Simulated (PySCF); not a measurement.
# Sn(eta1-allyl)H3: geometry, NMR shifts and electronic excitations

What NMR shifts and electronic excitations should Sn(eta1-allyl)H3 (`[H][Sn]([H])([H])[CH2]C=C`) show?

Computed with PySCF 2.14.0, with density-fitted response routines of our own, on a single molecule in the gas phase. Atoms are numbered from 0 throughout.

## (1) Starting geometry

12 atoms, charge 0, multiplicity 1; geometry from: GFN2-xTB.

Bonds of the start (Å): Sn0–C1 2.18, Sn0–H9 1.67, Sn0–H10 1.66, Sn0–H11 1.67, C1–C2 1.48, C1–H4 1.09, C1–H5 1.09, C2–C3 1.32, C2–H6 1.08, C3–H7 1.08, C3–H8 1.08.

## (2) Geometry optimisation at PBE0-D3(BJ)/def2-SVP

The job: settings as JSON, then the geometry in Å.

```
{"job": {"xc": "PBE0", "basis": "def2-SVP", "d3": "d3bj", "grid": 1, "maxiter": 40, "kind": "geom"}, "charge": 0, "multiplicity": 1}
Sn    -0.083070    -0.709440    -1.747860
C     -0.039380    -0.784820     0.432790
C      0.526730     0.458740     0.994520
C     -0.199900     1.432380     1.514910
H      0.558650    -1.648590     0.716460
H     -1.059010    -0.939370     0.778910
H      1.603070     0.551100     0.942260
H     -1.273140     1.360320     1.577440
H      0.245950     2.327490     1.912310
H      1.443730    -0.634110    -2.411640
H     -0.897960     0.634880    -2.292860
H     -0.825680    -2.048570    -2.417240
```

What it wrote:

```text
step   0  E = -333.14206738  max force = 0.015277
step   1  E = -333.14489392  max force = 0.010923
step   2  E = -333.14516471  max force = 0.011737
step   3  E = -333.14616862  max force = 0.001405
step   4  E = -333.14620755  max force = 0.000628
step   5  E = -333.14621851  max force = 0.000386
optimisation converged
```

Run time: 25 s. Hardware: 1 thread, shared host.

The steps of the relaxation:

```tsv
step	energy from step 0 (eV)	largest force component (eV/Å)
0	0.0000	0.7856
1	-0.0769	0.5617
2	-0.0843	0.6035
3	-0.1116	0.0722
4	-0.1127	0.0323
5	-0.1130	0.0198
```

Distances of close pairs at the start and the end, largest changes first:

```tsv
bond	before (Å)	after (Å)	change (Å)
Sn0–H10	1.664	1.715	+0.051
Sn0–H9	1.667	1.717	+0.051
Sn0–H11	1.671	1.719	+0.048
C3–H7	1.077	1.095	+0.018
C2–H6	1.082	1.098	+0.017
C3–H8	1.076	1.093	+0.017
C2–C3	1.322	1.337	+0.016
C1–H4	1.088	1.101	+0.013
```

The end geometry stands in the next job.

```tsv
at the end point	value
point group (found at 0.08 Å tolerance)	C1
rotational constants (GHz, main isotopes)	12.951, 1.594, 1.532
dipole moment (D)	0.48
```

## (3) Shielding tensors: PBE0/def2-TZVP+pcSseg-1

The job: settings as JSON, then the geometry in Å.

```
{"job": {"kind": "nmr", "xc": "PBE0", "basis": {"default": "pcSseg-1", "Sn": "def2-TZVP"}}, "charge": 0, "multiplicity": 1}
Sn    -0.083481    -0.713758    -1.767769
C     -0.060007    -0.793597     0.407906
C      0.510970     0.452296     0.980707
C     -0.185171     1.451993     1.532210
H      0.536861    -1.679061     0.676950
H     -1.097183    -0.963727     0.734869
H      1.602365     0.555400     0.913398
H     -1.275477     1.404734     1.624156
H      0.309795     2.349548     1.910841
H      1.527730    -0.599096    -2.350848
H     -0.971477     0.668692    -2.258679
H     -0.814935    -2.133415    -2.403742
```

With the program's defaults for keys left out, this is: GIAO PBE0/pcSseg-1 Sn:def2-TZVP NMR shielding, scalar relativity only through core potentials, gas phase.

What it wrote:

```text
coarse grid: 43344 points
cycle   1  E = -331.6970909873  dE = -3.529e+01  |g| = 2.685e+00  |ddm| = 3.107e+01
cycle   2  E = -329.5392742390  dE =  2.158e+00  |g| = 4.822e+00  |ddm| = 8.037e+00
cycle   3  E = -333.1827234324  dE = -3.643e+00  |g| = 3.857e-01  |ddm| = 3.735e+00
cycle   4  E = -333.1920646280  dE = -9.341e-03  |g| = 3.042e-01  |ddm| = 5.884e-01
cycle   5  E = -333.2159916762  dE = -2.393e-02  |g| = 4.534e-02  |ddm| = 2.702e-01
cycle   6  E = -333.2163381073  dE = -3.464e-04  |g| = 2.796e-02  |ddm| = 5.637e-02
cycle   7  E = -333.2165401062  dE = -2.020e-04  |g| = 3.538e-03  |ddm| = 2.421e-02
cycle   8  E = -333.2165430334  dE = -2.927e-06  |g| = 1.265e-03  |ddm| = 4.201e-03
final grid: 90648 points
cycle   9  E = -333.2165674394  dE =  1.642e-07  |g| = 1.543e-03  |ddm| = 2.467e-03
cycle  10  E = -333.2165669917  dE =  4.476e-07  |g| = 2.031e-03  |ddm| = 2.846e-03
cycle  11  E = -333.2165680212  dE = -1.029e-06  |g| = 1.136e-04  |ddm| = 1.654e-03
cycle  12  E = -333.2165680240  dE = -2.741e-09  |g| = 3.131e-05  |ddm| = 1.036e-04
cycle  13  E = -333.2165680242  dE = -2.559e-10  |g| = 4.231e-06  |ddm| = 2.836e-05
converged SCF energy = -333.2165680242

GIAO shielding tensors (ppm)
atom      isotropic    diamagn.    paramagn.     s11        s22        s33       span
  0 Sn         nan         nan         nan        nan        nan        nan        nan
  1 C      164.965     248.248     -83.282    143.916    160.096    190.884     46.969
  2 C       39.245     255.817    -216.573    -86.193     45.735    158.193    244.386
  3 C       65.266     254.206    -188.940    -47.470     89.364    153.905    201.375
  4 H       29.344      29.313       0.030     24.251     27.666     36.115     11.864
  5 H       29.186      30.658      -1.472     24.558     27.680     35.320     10.762
  6 H       25.077      31.363      -6.286     22.397     24.097     28.737      6.341
  7 H       26.002      31.089      -5.088     22.263     25.118     30.625      8.362
  8 H       26.146      29.128      -2.982     23.044     25.014     30.379      7.335
  9 H       26.699      28.009      -1.311     19.534     20.575     39.987     20.453
 10 H       26.899      28.219      -1.320     19.758     20.895     40.044     20.286
 11 H       26.508      27.515      -1.007     19.224     19.931     40.369     21.145
```

Wall time 9.5 s (1 thread, shared host).

The references, computed at this level on geometries of the same kind, shield at (ppm): ¹H TMS 31.27, ¹³C TMS 184.4. Their shielding less the atom's gives the shift. The references are single molecules in the gas phase. Atoms listed in one row are averaged.

```tsv
atoms	environment	σ (ppm)	δ (ppm)
C2	carbon bonded to 2 C, H	39.2	145.2
C3	carbon bonded to C, 2 H	65.3	119.1
C1	carbon bonded to C, Sn, 2 H	165.0	19.4
H6	hydrogen on a carbon bonded to 2 C	25.08	6.19
H7, H8	hydrogen on a carbon bonded to C	26.07	5.19
H9, H10, H11	hydrogen on a Sn bonded to C	26.70	4.57
H4, H5	hydrogen on a carbon bonded to C, Sn	29.27	2.00
```

Atoms past Kr carry core potentials, so their printed shieldings have no meaning and are left out of the table.

Charges from the same density, by scheme (e):

```tsv
atoms	Mulliken	ESP fit
Sn0	0.29	0.43
C1	-0.38	-0.24
C2	-0.24	-0.04
C3	-0.17	-0.56
```

Mayer bond orders: Sn0–C1 0.93, C1–C2 1.05, C2–C3 1.94.

With diffuse functions Mulliken charges and Mayer bond orders lose their meaning; the other schemes are steadier.

## (4) TDDFT and polarisability: wB97X-D/def2-SVPD

Same as in step 3 but for these lines:

```diff
@@ -1,2 +1,2 @@
-{"job": {"kind": "nmr", "xc": "PBE0", "basis": {"default": "pcSseg-1", "Sn": "def2-TZVP"}}, "charge": 0, "multiplicity": 1}
+{"job": {"kind": "uv", "xc": "wB97X-D", "basis": "def2-SVPD", "ip": true, "nstates": 10}, "charge": 0, "multiplicity": 1}
 Sn    -0.083481    -0.713758    -1.767769
```

Method: TDDFT wB97X-D/def2-SVPD, vertical, gas phase, core orbitals frozen in the response.

What it wrote:

```text
coarse grid: 43344 points
cycle   1  E = -331.8775856837  dE = -2.196e+01  |g| = 2.451e+00  |ddm| = 1.142e+01
cycle   2  E = -332.0436917347  dE = -1.661e-01  |g| = 2.522e+00  |ddm| = 1.201e+01
cycle   3  E = -333.2945000792  dE = -1.251e+00  |g| = 2.853e-01  |ddm| = 4.363e+00
cycle   4  E = -333.3100197776  dE = -1.552e-02  |g| = 2.122e-01  |ddm| = 7.116e-01
cycle   5  E = -333.3220470645  dE = -1.203e-02  |g| = 3.242e-02  |ddm| = 3.339e-01
cycle   6  E = -333.3224849048  dE = -4.378e-04  |g| = 1.552e-02  |ddm| = 7.405e-02
cycle   7  E = -333.3225941821  dE = -1.093e-04  |g| = 2.188e-03  |ddm| = 4.257e-02
cycle   8  E = -333.3225977088  dE = -3.527e-06  |g| = 9.390e-04  |ddm| = 9.349e-03
final grid: 90648 points
cycle   9  E = -333.3196479329  dE = -6.377e-06  |g| = 1.315e-03  |ddm| = 1.084e-02
cycle  10  E = -333.3196480991  dE = -1.662e-07  |g| = 9.049e-04  |ddm| = 4.081e-03
cycle  11  E = -333.3196482683  dE = -1.692e-07  |g| = 1.086e-04  |ddm| = 1.526e-03
cycle  12  E = -333.3196482720  dE = -3.699e-09  |g| = 3.045e-05  |ddm| = 2.528e-04
cycle  13  E = -333.3196482726  dE = -6.183e-10  |g| = 9.268e-06  |ddm| = 1.414e-04
converged SCF energy = -333.3196482726

Static polarisability (au): isotropic 82.669, principal 70.802 72.551 104.653

Singlet excitations
state   eV       nm        f      main configurations
  1   6.3577    195.0   0.48107   H->L 0.51, H->L+1 0.42
  2   6.5500    189.3   0.08105   H->L+1 0.39, H->L+2 0.28, H->L 0.25
  3   6.9457    178.5   0.03148   H->L+2 0.53, H->L 0.14, H->L+1 0.14
  4   7.3446    168.8   0.00200   H->L+3 0.85
  5   7.5691    163.8   0.06261   H->L+4 0.67, H->L+7 0.13
  6   7.6603    161.9   0.06932   H->L+5 0.73, H->L+7 0.11
  7   7.7819    159.3   0.00834   H->L+6 0.72, H->L+4 0.10
  8   7.9862    155.2   0.00835   H-1->L 0.25, H-1->L+1 0.22, H-2->L+1 0.17
  9   8.0044    154.9   0.00364   H-2->L 0.21, H-1->L 0.20, H-2->L+1 0.18
 10   8.1824    151.5   0.03402   H-4->L 0.23, H-2->L+1 0.18, H-3->L 0.15

Triplet excitations (Tamm-Dancoff, eV): 4.1945 6.2293 6.5711 7.0376
Vertical ionisation energy (delta-SCF) = 8.8383 eV
```

Run time: 26 s. Hardware: 1 thread, shared host.

Frontier orbitals and where they lie:

```tsv
orbital	eV	atoms
HOMO−3	-11.27	C1 27 %, C2 22 %, Sn0 15 %
HOMO−2	-10.81	Sn0 39 %, H9 27 %, H11 22 %
HOMO−1	-10.80	Sn0 40 %, H10 36 %, H9 10 %
HOMO	-8.67	C3 31 %, C2 24 %, C1 18 %
LUMO	1.42	Sn0 36 %, C3 14 %, H11 12 %
LUMO+1	1.70	Sn0 49 %, H10 8 %, H9 8 %
LUMO+2	2.15	Sn0 35 %, C1 12 %, C2 12 %
```

With each of the 10 states as a Gaussian band of 0.4 eV half-width at 1/e, the curve within the window shown has maxima at 194 nm (ε 22,000), 162 nm (ε 6,100) L/(mol cm). Beyond the last state computed it falls off for lack of states. The curve at chosen wavelengths:

```csv
nm,ε (L/mol/cm)
146,963
149,1834
152,2879
154,3675
157,4954
160,5927
163,6032
165,5560
168,4419
171,3445
174,3262
176,3772
179,5666
182,8961
185,13305
187,16348
190,20207
193,22205
196,21781
198,20254
201,16696
204,12525
207,8616
209,6421
212,3883
215,2192
```

Further results of this job:

```tsv
property	computed
dipole moment (D)	0.51
polarisability (Å³)	12.25
HOMO–LUMO gap (eV)	10.09
−ε(HOMO) (eV)	8.67
```

## (5) Shielding tensors: B3LYP/def2-TZVP+pcSseg-1

Same as in step 4 but for these lines:

```diff
@@ -1,2 +1,2 @@
-{"job": {"kind": "uv", "xc": "wB97X-D", "basis": "def2-SVPD", "ip": true, "nstates": 10}, "charge": 0, "multiplicity": 1}
+{"job": {"kind": "nmr", "xc": "B3LYP", "basis": {"default": "pcSseg-1", "Sn": "def2-TZVP"}, "pop": false}, "charge": 0, "multiplicity": 1}
 Sn    -0.083481    -0.713758    -1.767769
```

Method: GIAO B3LYP/pcSseg-1 Sn:def2-TZVP NMR shielding, scalar relativity only through core potentials, gas phase.

What it wrote:

```text
coarse grid: 43344 points
cycle   1  E = -331.8366731995  dE = -3.514e+01  |g| = 2.758e+00  |ddm| = 3.096e+01
cycle   2  E = -322.9880921305  dE =  8.849e+00  |g| = 7.278e+00  |ddm| = 1.445e+01
cycle   3  E = -333.3801928058  dE = -1.039e+01  |g| = 5.483e-01  |ddm| = 1.244e+01
cycle   4  E = -333.3954812898  dE = -1.529e-02  |g| = 4.180e-01  |ddm| = 1.003e+00
cycle   5  E = -333.4452535197  dE = -4.977e-02  |g| = 7.686e-02  |ddm| = 4.052e-01
cycle   6  E = -333.4459760793  dE = -7.226e-04  |g| = 5.829e-02  |ddm| = 1.079e-01
cycle   7  E = -333.4468515204  dE = -8.754e-04  |g| = 9.480e-03  |ddm| = 5.762e-02
cycle   8  E = -333.4468756396  dE = -2.412e-05  |g| = 1.737e-03  |ddm| = 9.795e-03
cycle   9  E = -333.4468762550  dE = -6.155e-07  |g| = 5.410e-04  |ddm| = 2.237e-03
final grid: 90648 points
cycle  10  E = -333.4468976590  dE =  2.801e-08  |g| = 7.464e-04  |ddm| = 1.811e-03
cycle  11  E = -333.4468974965  dE =  1.626e-07  |g| = 1.091e-03  |ddm| = 1.517e-03
cycle  12  E = -333.4468977998  dE = -3.033e-07  |g| = 7.364e-05  |ddm| = 9.197e-04
cycle  13  E = -333.4468978010  dE = -1.177e-09  |g| = 1.866e-05  |ddm| = 6.636e-05
cycle  14  E = -333.4468978010  dE = -8.197e-11  |g| = 2.621e-06  |ddm| = 1.567e-05
converged SCF energy = -333.4468978010

GIAO shielding tensors (ppm)
atom      isotropic    diamagn.    paramagn.     s11        s22        s33       span
  0 Sn         nan         nan         nan        nan        nan        nan        nan
  1 C      158.096     248.478     -90.382    136.268    153.495    184.526     48.258
  2 C       33.038     255.242    -222.204    -93.095     40.186    152.023    245.118
  3 C       60.965     253.550    -192.585    -51.633     86.255    148.274    199.907
  4 H       29.439      29.299       0.139     24.563     27.910     35.843     11.280
  5 H       29.310      30.890      -1.580     24.856     27.920     35.153     10.297
  6 H       25.262      31.532      -6.270     22.549     24.288     28.949      6.401
  7 H       26.232      31.412      -5.180     22.572     25.386     30.738      8.165
  8 H       26.392      29.220      -2.828     23.369     25.285     30.524      7.156
  9 H       26.873      28.248      -1.375     19.787     20.805     40.026     20.239
 10 H       27.074      28.488      -1.414     20.027     21.117     40.076     20.049
 11 H       26.660      27.744      -1.084     19.443     20.146     40.392     20.949
```

Run time: 9.2 s. Hardware: 1 thread, shared host.

Key values: δ C2 146.2, C3 118.3, C1 21.1, H6 6.12, H7 5.07 ppm (means over like atoms).

## (6) Side by side: NMR shifts

Shifts (ppm), means over like atoms, with basis size and wall time:

```tsv
run	C2	C3	C1	H6	H7	H9	H4	functions	time
PBE0/def2-TZVP+pcSseg-1	145.2	119.1	19.4	6.19	5.19	4.57	2.00	141	9.5 s
B3LYP/def2-TZVP+pcSseg-1	146.2	118.3	21.1	6.12	5.07	4.51	2.01	141	9.2 s
```

## (7) Results

| quantity | value |
| --- | --- |
| point group | C1 |
| rotational constants (main isotopes) | 12.95, 1.59, 1.53 GHz |
| ¹³C shifts against TMS (PBE0/def2-TZVP+pcSseg-1) | 145.2, 119.1, 19.4 ppm |
| ¹H shifts against TMS (PBE0/def2-TZVP+pcSseg-1, means over atoms taken as alike) | 6.19, 5.19, 4.57, 2.00 ppm |
| lowest singlet (wB97X-D/def2-SVPD) | 6.36 eV (195 nm), f = 0.481 |
| lowest triplet | 4.19 eV |
| vertical ionisation energy (ΔSCF) | 8.84 eV |
| range of the shift of C1 | 19.4 to 21.1 ppm |

What this shows: Relaxing lowered the energy by 0.113 eV in 5 steps; the close pair that moved most is Sn0–H10, from 1.664 to 1.715 Å. No frequency check was run at this level, so the end point may be a saddle. At PBE0/def2-TZVP+pcSseg-1: The widest tensor belongs to C2: span 244 ppm, with a paramagnetic part of -217 ppm. The lowest singlet, at 6.36 eV, is HOMO→LUMO 0.51, HOMO→LUMO+1 0.42 and is bright. The lowest triplet lies 2.16 eV below the lowest singlet (triplets in Tamm-Dancoff, singlets in full TDDFT). Spin-orbit coupling, left out, mixes singlets and triplets in elements this heavy. ΔSCF puts the ionisation energy at 8.84 eV, 0.17 eV above −ε(HOMO). In ppm, C1 moves most: its shift spreads over 1.7 ppm, from 19.4 (PBE0/def2-TZVP+pcSseg-1) to 21.1 (B3LYP/def2-TZVP+pcSseg-1). Spin-orbit coupling is left out, which matters for shieldings and couplings at and beside the heavy atoms.
